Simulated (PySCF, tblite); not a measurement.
**C3H9AlN2Si2: geometry, infrared bands and NMR shifts**

Wanted: the infrared bands and NMR shifts of C3H9AlN2Si2 (`C#[C][AlH][N]1[SiH2]CN[SiH2]1`), by calculation.

Computed with tblite 0.8.0 and PySCF 2.14.0, with density-fitted response routines of our own, on a single molecule in the gas phase. Atoms are numbered from 0 throughout.

### 1 The molecule as given

17 atoms, charge 0, multiplicity 1; geometry from: force field or distance geometry start.

Bonds of the start (Å): C0–C1 1.23, C1–Al2 1.94, Al2–N3 1.91, N3–Si4 1.80, Si4–C5 1.87, C5–N6 1.48, N6–Si7 1.78, Si7–N3 1.76, C0–H8 1.06, Al2–H9 1.61, Si4–H10 1.45, Si4–H11 1.47, C5–H12 1.10, C5–H13 1.08, N6–H14 1.05, Si7–H15 1.49, Si7–H16 1.45.

### 2 Optimising the geometry with GFN2-xTB

What the job is given:

```
{"job": {"kind": "relax", "xc": "GFN2-xTB", "basis": "xTB"}, "charge": 0, "multiplicity": 1}
C      3.803600     0.030500     0.854600
C      2.964300    -0.181300    -0.012900
Al     1.630600    -0.541600    -1.381800
N     -0.193100    -0.003700    -1.217900
Si    -1.148200    -1.183300    -0.250000
C     -2.326700    -0.022600     0.623000
N     -1.364900     0.979500     1.123600
Si    -0.461700     1.486600    -0.325800
H      4.516800     0.225300     1.612900
H      1.901600    -1.869500    -2.245900
H     -0.233100    -1.880000     0.639600
H     -1.866000    -2.084200    -1.165800
H     -2.976800     0.523900    -0.080700
H     -2.850000    -0.498500     1.441200
H     -0.720100     0.446300     1.756800
H     -1.403900     2.337200    -1.105300
H      0.720700     2.247400     0.023400
```

Command:

```
> OMP_NUM_THREADS=1 python probes_run.py task.json out
```

The driver reads the jobs from task.json and runs them one after another.

**Question.** This job is followed by: GFN2-xTB harmonic vibrations, gas phase; GIAO PBE0/pcSseg-1 NMR shielding, non-relativistic, gas phase. What will the session give for the following? strongest single infrared mode (GFN2-xTB); zero-point energy (GFN2-xTB); ¹³C shifts against TMS (PBE0/pcSseg-1); ¹H shifts against TMS (PBE0/pcSseg-1, means over atoms taken as alike); ²⁷Al shifts against AlH4- (PBE0/pcSseg-1); ¹⁵N shifts against NH3 (PBE0/pcSseg-1); ²⁹Si shifts against TMS (PBE0/pcSseg-1).

As calculated:

| quantity | value |
| --- | --- |
| strongest single infrared mode (GFN2-xTB) | 2186 cm⁻¹, 661 km/mol |
| zero-point energy (GFN2-xTB) | 66.1 kcal/mol |
| ¹³C shifts against TMS (PBE0/pcSseg-1) | 104.9, 98.3, 28.7 ppm |
| ¹H shifts against TMS (PBE0/pcSseg-1, means over atoms taken as alike) | 5.61, 5.22, 4.74, 3.01, 1.89, -0.05 ppm |
| ²⁷Al shifts against AlH4- (PBE0/pcSseg-1) | 114.8 ppm |
| ¹⁵N shifts against NH3 (PBE0/pcSseg-1) | 40.3, 8.3 ppm |
| ²⁹Si shifts against TMS (PBE0/pcSseg-1) | -23.4, -27.6 ppm |

What this shows: Over 145 steps the energy fell by 1.080 eV; of the close pairs, Al2–N3 changed most, 1.908 to 1.804 Å. The lowest mode is slightly imaginary (14i cm⁻¹), a soft motion within the noise of the Hessian, so the minimum is not strictly shown. The strongest single mode, at 2186 cm⁻¹, moves mainly H10 and H11. GFN2-xTB is a fitted tight-binding method: band positions and strengths are rough. Its intensities can rank the bands wrongly. At PBE0/pcSseg-1: Shielding is most anisotropic at C1 (span 294 ppm, paramagnetic term -166 ppm).
